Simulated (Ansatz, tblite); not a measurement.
**SnHMe2(OAc) (C4H10O2Sn): a ladder of methods and basis sets**

The task here is to estimate one member of a computed series from the others.

Program: Ansatz 0.2.0, Gaussian basis. Level of theory: as each input shows. These are calculated values, not measurements.

Levels to be run: GFN1-xTB, GFN2-xTB, PBE-D4/def2-TZVP, r2SCAN-D4/def2-TZVP, LDA/def2-TZVP, B97M-V/def2-TZVP, r2SCAN0-D4/def2-TZVP, PBE+10HF/def2-SVP, PBE+15HF/def2-SVP, PBE+40HF/def2-SVP, PBE-D4/def2-SVP, PBE0-D4/def2-SVP, PBE0-D4/def2-TZVPD, PBE-D4/def2-TZVPD, LDA/def2-TZVPD, CCSD(T)/def2-SVP, MP2/def2-TZVP, RPA/def2-TZVP.

2 further runs of the same task are left out: 2 set aside as unsound or not needed.

### The geometry

The singlet was relaxed beforehand with PBE-D4/def2-SVP.

17 atoms, charge 0, spin multiplicity 1.

Bond lengths: Sn1–H2 1.729 Å, Sn1–C3 2.168 Å, Sn1–C7 2.158 Å, Sn1–O11 2.133 Å, C3–H4 1.107 Å, C3–H5 1.107 Å, C3–H6 1.108 Å, C7–H8 1.105 Å, C7–H9 1.108 Å, C7–H10 1.108 Å, O11–C12 1.317 Å, C12–C13 1.512 Å, C12–O14 1.240 Å, C13–H15 1.104 Å, C13–H16 1.108 Å, C13–H17 1.108 Å. Angles: H2–Sn1–C3 111.1°, H2–Sn1–C7 117.7°, H2–Sn1–O11 108.9°, C3–Sn1–C7 111.8°, C3–Sn1–O11 95.4°, C7–Sn1–O11 109.6°, Sn1–C3–H4 109.6°, Sn1–C3–H5 109.8°, Sn1–C3–H6 110.0°, H4–C3–H5 109.1°, H4–C3–H6 109.2°, H5–C3–H6 109.1°, Sn1–C7–H8 109.2°, Sn1–C7–H9 108.4°, Sn1–C7–H10 110.2°, H8–C7–H9 109.4°, H8–C7–H10 110.6°, H9–C7–H10 109.1° and more.

Sn takes a core potential in the def2 sets. No spin-orbit coupling is included.

PBE0-D4/def2-TZVP was run before; its log isn't repeated, and its numbers join the tables.

Set-up of the first run:

Tight binding, by tblite at 300 K electronic temperature and without a spin-polarisation term:

```python
tblite.interface.Calculator('GFN1-xTB', numbers, positions, charge=0, uhf=0).singlepoint()
```

Tight binding, by tblite at 300 K electronic temperature and without a spin-polarisation term:

```python
tblite.interface.Calculator('GFN2-xTB', numbers, positions, charge=0, uhf=0).singlepoint()
```

start.molden holds the orbitals of an earlier run on this state, given as this run's starting guess.

in.yaml

```yaml
crystal:
  periodic: [false, false, false]
  atoms:
    - {symbol: Sn, position_ang: [0.742587, 0.710429, 0.589887]}
    - {symbol: H, position_ang: [0.841174, 0.606512, 2.313421]}
    - {symbol: C, position_ang: [2.706996, 0.559396, -0.315754]}
    - {symbol: H, position_ang: [2.606960, 0.541749, -1.417867]}
    - {symbol: H, position_ang: [3.203046, -0.371980, 0.017509]}
    - {symbol: H, position_ang: [3.328790, 1.427361, -0.020896]}
    - {symbol: C, position_ang: [-0.406090, 2.331822, -0.252639]}
    - {symbol: H, position_ang: [-1.342591, 2.449856, 0.322035]}
    - {symbol: H, position_ang: [-0.648689, 2.078565, -1.303310]}
    - {symbol: H, position_ang: [0.184638, 3.268685, -0.232964]}
    - {symbol: O, position_ang: [0.027084, -1.147322, -0.175756]}
    - {symbol: C, position_ang: [-1.203149, -1.234820, 0.287435]}
    - {symbol: C, position_ang: [-1.956992, -2.481042, -0.119482]}
    - {symbol: O, position_ang: [-1.692484, -0.348197, 1.003155]}
    - {symbol: H, position_ang: [-2.968452, -2.480531, 0.322067]}
    - {symbol: H, position_ang: [-1.398021, -3.380024, 0.207721]}
    - {symbol: H, position_ang: [-2.024799, -2.530458, -1.224562]}
basis:
  gaussian: {orbitals: def2-TZVP, initial_orbitals: start.molden}
hamiltonian: {xc: pbe, dispersion: d4}
scf: {omitted_lower_state_checks: [starts]}
output: {orbitals: {seedname: orbitals}}
```

Run with:

```bash
ansatz run in.yaml --threads 2 --pin off --events-out ev --progress --plain --max-ram 32768MiB --backend cuda --devices 0, --max-vram 18GiB
```

Steps of the session up to this table: PBE-D4/def2-TZVP; r2SCAN-D4/def2-TZVP; LDA/def2-TZVP; B97M-V/def2-TZVP; r2SCAN0-D4/def2-TZVP; PBE+10HF/def2-SVP; PBE+15HF/def2-SVP; PBE+40HF/def2-SVP; PBE-D4/def2-SVP; PBE0-D4/def2-SVP; PBE0-D4/def2-TZVPD; PBE-D4/def2-TZVPD; LDA/def2-TZVPD; CCSD(T)/def2-SVP; MP2/def2-TZVP; RPA/def2-TZVP.

One table of the session follows, with a row left open; its other results are not shown here.

It belongs to the step «Binding energy». 

| method | binding an atom (eV) |
| --- | --- |
| HF/def2-SVP | ? |
| HF/def2-TZVP | 2.868 |
| LDA/def2-TZVP | 4.577 |
| LDA/def2-TZVPD | 4.577 |
| PBE-D4/def2-SVP | 4.103 |
| PBE-D4/def2-TZVP | 4.075 |
| PBE-D4/def2-TZVPD | 4.075 |
| r2SCAN-D4/def2-TZVP | 3.997 |
| B97M-V/def2-TZVP | 3.996 |
| PBE0-D4/def2-SVP | 4.016 |
| PBE0-D4/def2-TZVP | 3.989 |
| PBE0-D4/def2-TZVPD | 3.989 |
| r2SCAN0-D4/def2-TZVP | 3.924 |
| MP2/def2-SVP | 3.844 |
| MP2/def2-TZVP | 3.904 |
| CCSD/def2-SVP | 3.753 |
| CCSD(T)/def2-SVP | 3.798 |

Q: Estimate the row for HF/def2-SVP from the others.

As computed: binding an atom (eV): 2.903. In the column «binding an atom (eV)» it lies between HF/def2-TZVP (2.868) and CCSD/def2-SVP (3.753).

Caveats from the session: Free atoms were run apart at each level; binding is atoms less cluster, divided by the number of atoms, without zero-point or spin-orbit terms.
